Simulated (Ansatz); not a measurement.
# CH8FNSi: the cost of one run

Program: Ansatz 0.2.0. Level of theory: RKS B3LYP-D4/def2-SVP. These are calculated values, not measurements.

**1. The starting structure**

Bond lengths: Si1–F2 2.004 Å, Si1–H3 1.484 Å, Si1–H4 1.450 Å, Si1–H5 1.451 Å, Si1–N7 2.121 Å, N7–C8 1.441 Å, N7–H9 1.009 Å, C8–H10 1.088 Å, C8–H11 1.096 Å, C8–H12 1.096 Å. Angles (14 of 19 angles, heavy atoms first): F2–Si1–N7 68.8°, Si1–N7–C8 118.5°, F2–Si1–H3 163.1°, F2–Si1–H4 82.0°, F2–Si1–H5 82.9°, H3–Si1–N7 94.4°, H4–Si1–N7 111.5°, H5–Si1–N7 107.8°, Si1–N7–H9 113.1°, C8–N7–H9 112.1°, N7–C8–H10 108.8°, N7–C8–H11 111.9°, N7–C8–H12 111.2°, H3–Si1–H4 104.0°.

Coordinates:

```xyz
12

Si   -1.4444    0.5206    0.0087
F    -1.1808   -0.6913    1.5828
H    -1.2501    1.2545   -1.2661
H    -1.2904    1.5412    1.0268
H    -2.5793   -0.3491   -0.2411
H    -0.1876   -1.0095    0.9759
N     0.3187   -0.6390   -0.2029
C     1.5888    0.0401   -0.2398
H     0.2451   -1.3452   -0.9196
H     1.6109    0.7866    0.5517
H     1.7519    0.5507   -1.1961
H     2.4173   -0.6597   -0.0802
```

**2. Pulling towards end A**

Springs on the bonds that form and break draw the guess towards this end; the thresholds are loose.

The input, input.yaml:

```yaml
crystal:
  periodic: [false, false, false]
  atoms:
    - { symbol: Si, position_ang: [-1.4444, 0.5206, 0.0087] }
    - { symbol: F, position_ang: [-1.1808, -0.6913, 1.5828] }
    - { symbol: H, position_ang: [-1.2501, 1.2545, -1.2661] }
    - { symbol: H, position_ang: [-1.2904, 1.5412, 1.0268] }
    - { symbol: H, position_ang: [-2.5793, -0.3491, -0.2411] }
    - { symbol: H, position_ang: [-0.1876, -1.0095, 0.9759] }
    - { symbol: "N", position_ang: [0.3187, -0.639, -0.2029] }
    - { symbol: C, position_ang: [1.5888, 0.0401, -0.2398] }
    - { symbol: H, position_ang: [0.2451, -1.3452, -0.9196] }
    - { symbol: H, position_ang: [1.6109, 0.7866, 0.5517] }
    - { symbol: H, position_ang: [1.7519, 0.5507, -1.1961] }
    - { symbol: H, position_ang: [2.4173, -0.6597, -0.0802] }
basis:
  gaussian: { orbitals: def2-SVP }
hamiltonian:
  xc: b3lyp
  dispersion: d4
relax:
  f_tol: 0.15
  max_steps: 25
  restrain:
    - { distance: [0, 6], at: 3.12, k: 30.0 }
    - { distance: [5, 1], at: 2.18, k: 30.0 }
    - { distance: [0, 1], at: 1.68, k: 30.0 }
    - { distance: [5, 6], at: 1.02, k: 30.0 }
```

Started as:

```bash
> ansatz run input.yaml --threads 2 --pin off --max-ram 3072MiB --backend cpu --events-out ev --progress --plain --runs-dir out
```

Q: Estimate wall time and peak memory on 2 threads of Arm Neoverse V2, shared host.

About 32 s, with a peak of 0.2 GiB.
